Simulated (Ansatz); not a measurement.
**SnClF (SMILES [F][Sn][Cl]) at FCI/STO-3G**

What is the energy change on altering one bond length of SnClF at FCI/STO-3G? 

The results are computed with Ansatz 0.2.0.

59 further runs of the same task are left out: 12 that didn't finish, 47 set aside as unsound or not needed.

## Step 1: The system as given

The species is SnClF (3 atoms), meant as a singlet with charge 0. SMILES: `[F][Sn][Cl]`. The coordinates come from a PBE0-D4/def2-TZVP relaxation.

Bond lengths: F1–Sn2 1.935 Å, Sn2–Cl3 2.360 Å. Angles: F1–Sn2–Cl3 96.9°.

## Step 2: The energy at FCI/STO-3G

job.yaml reads:

```yaml
crystal:
  periodic: [false, false, false]
  atoms:
    - symbol: F
      position_ang: [-1.389600, 0.223100, -0.744400]
    - symbol: Sn
      position_ang: [0.164300, 0.898100, 0.190700]
    - symbol: Cl
      position_ang: [1.214300, -1.186000, 0.540500]
basis:
  gaussian:
    orbitals: STO-3G
correlation:
  method: fci
  frozen_orbitals: {Cl: 5, F: 1, Sn: 18}
accuracy: high
magnetization:
  spin_polarized: false
```

The run is started by

```
$ ansatz run job.yaml --threads 1 --pin off --max-ram 2610MiB --events-out events.jsonl --progress --plain --runs-dir runs
```

Log:

```text
Warning: RAYON_NUM_THREADS=1 ignored (pool sized by the plan → 1); use --threads N
Functional definition: HF
  name "HF"
  exchange = exact_x
  correlation = 0
752 factors; integrals over basis functions are off by at most 5.4e-9 eV
mean field evaluation 1: about -177306.1825 eV, gradient 1.8e1 eV
mean field evaluation 2: about -177306.2679 eV, gradient 1.8e1 eV
mean field evaluation 4: about -177308.6433 eV, gradient 1.5e0 eV
mean field evaluation 8: about -177308.6643 eV, gradient 6.8e-4 eV
mean field -177308.66428284 eV, -6515.9732282651 hartree, gradient 3.3e-8 eV, S^2 0.000000; 0 other end points of the search recorded, 0 dependent functions left out
24 core orbitals not correlated: weight in the atoms' cores, before any rotation towards them, 1.000 or more for the frozen orbitals, at most 0.000 for the correlated occupied ones
reference -177308.66428284 eV, -6515.9732282651 hartree; 14, 14 occupied and 3, 3 virtual orbitals, 752 factors
state -177310.66564648 eV, -6516.0467770224 hartree
Total energy: -177310.66564648 eV, -6516.0467770224 hartree
```

Wall time 1.8 s (1 thread of Arm Neoverse V1, shared host); peak memory 0.1 GiB.

## Step 3: The distorted shape at the same level

molecule.yaml reads:

```yaml
basis:
  gaussian:
    orbitals: STO-3G
crystal:
  periodic: [false, false, false]
  atoms:
    - {symbol: F, position_ang: [-1.778087, 0.054345, -0.978182]}
    - {symbol: Sn, position_ang: [0.164300, 0.898100, 0.190700]}
    - {symbol: Cl, position_ang: [1.214300, -1.186000, 0.540500]}
accuracy: high
correlation:
  method: fci
  frozen_orbitals: {Cl: 5, F: 1, Sn: 18}
```

The run is started by

```
$ ansatz run molecule.yaml --threads 1 --pin off --max-ram 2610MiB --events-out events.jsonl --progress --plain --runs-dir runs
```

Log:

```text
Warning: RAYON_NUM_THREADS=1 ignored (pool sized by the plan → 1); use --threads N
[... 4 set-up lines as earlier in the session ...]
739 factors; integrals over basis functions are off by at most 3.5e-8 eV
mean field evaluation 1: about -177301.2011 eV, gradient 2.0e1 eV
mean field evaluation 2: about -177301.2694 eV, gradient 2.0e1 eV
mean field evaluation 4: about -177305.9066 eV, gradient 3.7e0 eV
mean field evaluation 8: about -177306.2178 eV, gradient 2.1e-2 eV
mean field evaluation 16: about -177293.2351 eV, gradient 1.6e1 eV
mean field -177306.20162806 eV, -6515.8827273714 hartree, gradient 1.9e-8 eV, S^2 0.000000; 1 other end points of the search recorded, 0 dependent functions left out; unrestricted orbitals would lower it
24 core orbitals not correlated: weight in the atoms' cores, before any rotation towards them, 1.000 or more for the frozen orbitals, at most 0.000 for the correlated occupied ones
reference -177306.20162806 eV, -6515.8827273714 hartree; 14, 14 occupied and 3, 3 virtual orbitals, 739 factors
state -177309.00138888 eV, -6515.9856166838 hartree
Total energy: -177309.00138888 eV, -6515.9856166838 hartree
```

It took 2.2 s on 1 thread of Arm Neoverse V1, shared host; peak memory 0.12 GiB.

## Step 4: Results

At FCI/STO-3G, 24 core orbitals frozen:

```
                                                          quantity           value
                                         first shape: total energy  -6516.04678 Eh
         first shape: correlation energy (24 core orbitals frozen)       -73.5 mEh
                                     distorted shape: total energy  -6515.98562 Eh
     distorted shape: correlation energy (24 core orbitals frozen)      -102.9 mEh
energy change with the F1–Sn2 bond stretched from 1.935 to 2.419 Å        1.664 eV
```

With the F1–Sn2 bond stretched from 1.935 to 2.419 Å the energy rises by 1.66 eV (38 kcal/mol). The first shape isn't relaxed at this level, so the change isn't measured from a minimum. The minimal basis adds a large error of its own. Relativity is left out (first shape) although the molecule holds a heavy atom. The restricted solution (distorted shape) is unstable to spin breaking: an unrestricted one lies lower. Relativity is left out (distorted shape) although the molecule holds a heavy atom.
